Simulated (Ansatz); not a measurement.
# SrSb2Pt4, relaxed

Aim: in SrSb2Pt4, a known structure type filled with other elements, at an estimated volume, relax the atoms in a fixed cell, then read levels, charges and fields where it ends.

Computed, not measured: Ansatz 0.2.0, DFT, r2SCAN, no spin polarisation, plane waves, PAW.

## (1) The system as given

Symmetry: R-3m, No. 166, trigonal system. The conventional cell has a = 4.584 Å, b = 4.584 Å, c = 24.201 Å, α = 90.00°, β = 90.00°, γ = 120.00°. Sr (site symmetry -3m) has 6 Sb at 3.26 Å and 8 Pt at 3.43 to 3.61 Å as nearest neighbours. Pt (site symmetry 3m) has 4 Sb at 2.73 to 3.06 Å and 6 Pt at 2.82 to 2.90 Å as nearest neighbours. Pt (site symmetry 3m) is surrounded by 3 Sb at 2.70 Å and 3 Pt at 2.82 Å. Around Sb (site symmetry 3m) lie 7 Pt at 2.70 to 3.06 Å.

As a file:

```cif
data_structure
_symmetry_space_group_name_H-M 'P 1'
_symmetry_Int_Tables_number 1
_cell_length_a 4.5836
_cell_length_b 4.5836
_cell_length_c 8.4899
_cell_angle_alpha 105.661
_cell_angle_beta 90.000
_cell_angle_gamma 120.000
_cell_volume 146.77
loop_
_atom_site_label
_atom_site_type_symbol
_atom_site_fract_x
_atom_site_fract_y
_atom_site_fract_z
_atom_site_occupancy
Sr1 Sr 0.00000 0.00000 0.00000 1
Pt1 Pt 0.14193 0.28386 0.42579 1
Pt2 Pt 0.85807 0.71614 0.57421 1
Pt3 Pt 0.43502 0.87004 0.30506 1
Pt4 Pt 0.56498 0.12996 0.69494 1
Sb1 Sb 0.25457 0.50914 0.76371 1
Sb2 Sb 0.74543 0.49086 0.23629 1
```

It starts from an earlier solution of the starting cell (checkpoint.read).

## (2) The walk to rest

File input.yaml:

```yaml
crystal:
  lattice:
    - [4.583561, 0.0, 0.0]
    - [-2.291781, 3.969484, 0.0]
    - [0.0, -2.646319, 8.066967]
  atoms:
    - { symbol: Sr, position: [0.0, 0.0, 0.0] }
    - { symbol: Pt, position: [0.14193, 0.28386, 0.42579] }
    - { symbol: Pt, position: [0.85807, 0.71614, 0.57421] }
    - { symbol: Pt, position: [0.43502, 0.87004, 0.30506] }
    - { symbol: Pt, position: [0.56498, 0.12996, 0.69494] }
    - { symbol: Sb, position: [0.25457, 0.50914, 0.76371] }
    - { symbol: Sb, position: [0.74543, 0.49086, 0.23629] }
  symmetry: { tolerance: 0.0003 }
kpoints:
  mp_grid: { grid: [6, 6, 6], shift: [0, 0, 0] }
magnetization:
  spin_polarized: false
scf:
  occupations: { method: fermi_dirac }
  lower_state_search: "off"
hamiltonian:
  pseudopotentials: { kind: paw }
  xc: r2scan
basis:
  ecutwfc: 500
  fft_grid_basis: typed
relax:
  max_steps: 80
output:
  forces: true
  stress: true
  eigenvalues: true
  bader: true
  populations: true
  elf: true
  write_potential: true
  volumetric_format: npy
  dos:
    e_range: [-12, 8]
    de: 0.05
    projected: { site_lists: { Pt: [Pt], Sb: [Sb], Sr: [Sr] } }
checkpoint:
  read: saved_state
```

Started as:

```sh
ansatz run input.yaml --threads 2 --pin off --max-ram 2560MiB --backend cpu --events-out ev --progress --plain --runs-dir out
```

**Question.** What will these runs give? Wanted: moves; energy gained; largest move; pressure left in the fixed cell; character; Bader charges.

As calculated:

```
                                                 quantity                                    value
                                                    moves                                        3
                                            energy gained                            16.3 meV/atom
                                             largest move                              0.11 Å (Sb)
                     space group (0.01 Å), before / after                              R-3m / R-3m
                          pressure left in the fixed cell                                 -1.5 GPa
                                                character                                    metal
density of states, mean within 0.25 eV of the Fermi level                      3.5 per eV per cell
                                            Bader charges  Sr +1.43, Pt -0.67 to -0.41, Sb +0.37 e
```

In words: In the fixed cell the largest move of an atom is 0.11 Å; the energy fell by 16.3 meV per atom. With 12 symmetry operations imposed, the end may be a saddle point towards distortions that break them. The cell is metallic; within 0.25 eV of the Fermi level the density of states averages 3.5 per eV per cell, mostly Pt d (50 %) and Sb p (31 %). Sr loses most charge (+1.43 e on average) and Pt gains most (-0.54 e).

Caveats: the SCF threshold is loose for a stress.
